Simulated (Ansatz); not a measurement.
# CH7NSSi: the cost of one run

Method: RKS PBE/def2-SVP, in Ansatz 0.2.0.

### 1 The structure to begin with

Bond lengths: Si1–N2 1.655 Å, N2–C3 1.425 Å, C3–S4 1.774 Å, Si1–H5 1.507 Å, Si1–H6 1.540 Å, Si1–H7 1.470 Å, N2–H8 0.991 Å, C3–H9 1.051 Å, C3–H10 1.144 Å, S4–H11 1.267 Å. Angles (14 of 16 angles, heavy atoms first): Si1–N2–C3 123.4°, N2–C3–S4 112.0°, Si1–N2–H8 108.9°, C3–N2–H8 107.5°, N2–Si1–H5 109.2°, N2–Si1–H6 107.8°, N2–Si1–H7 110.5°, N2–C3–H9 113.0°, N2–C3–H10 110.6°, S4–C3–H9 109.9°, S4–C3–H10 104.3°, C3–S4–H11 100.9°, H5–Si1–H6 108.3°, H5–Si1–H7 111.4°.

Structure file:

```xyz
11

Si   -0.4774    1.6630    0.1931
N    -0.6229    0.0149    0.1374
C     0.4190   -0.8490   -0.3089
S     0.0268   -2.5586   -0.0409
H    -0.1236    2.1755   -1.1787
H    -1.8479    2.2446    0.5875
H     0.5304    2.0566    1.1887
H    -0.9215   -0.3112    1.0241
H     0.6769   -0.6939   -1.3164
H     1.3725   -0.6783    0.3006
H     1.0331   -3.1206   -0.5660
```

### 2 End point A

input.yaml

```yaml
crystal:
  periodic: [false, false, false]
  atoms:
    - { symbol: Si, position_ang: [-0.4774, 1.663, 0.1931] }
    - { symbol: "N", position_ang: [-0.6229, 0.0149, 0.1374] }
    - { symbol: C, position_ang: [0.419, -0.849, -0.3089] }
    - { symbol: S, position_ang: [0.0268, -2.5586, -0.0409] }
    - { symbol: H, position_ang: [-0.1236, 2.1755, -1.1787] }
    - { symbol: H, position_ang: [-1.8479, 2.2446, 0.5875] }
    - { symbol: H, position_ang: [0.5304, 2.0566, 1.1887] }
    - { symbol: H, position_ang: [-0.9215, -0.3112, 1.0241] }
    - { symbol: H, position_ang: [0.6769, -0.6939, -1.3164] }
    - { symbol: H, position_ang: [1.3725, -0.6783, 0.3006] }
    - { symbol: H, position_ang: [1.0331, -3.1206, -0.566] }
basis:
  gaussian: { orbitals: def2-SVP }
hamiltonian:
  xc: pbe
relax:
  f_tol: 0.02
  max_steps: 50
output:
  orbitals: {}
```

Launch:

```
> ansatz run input.yaml --threads 2 --pin off --max-ram 3072MiB --backend cpu --events-out ev --progress --plain --runs-dir out
```

**Question.** How long does this run take on 2 threads of Intel Xeon Platinum 8375C at 2.90GHz (Ice Lake), shared host, and how much memory does it need?

About 55 s, with a peak of 0.17 GiB.
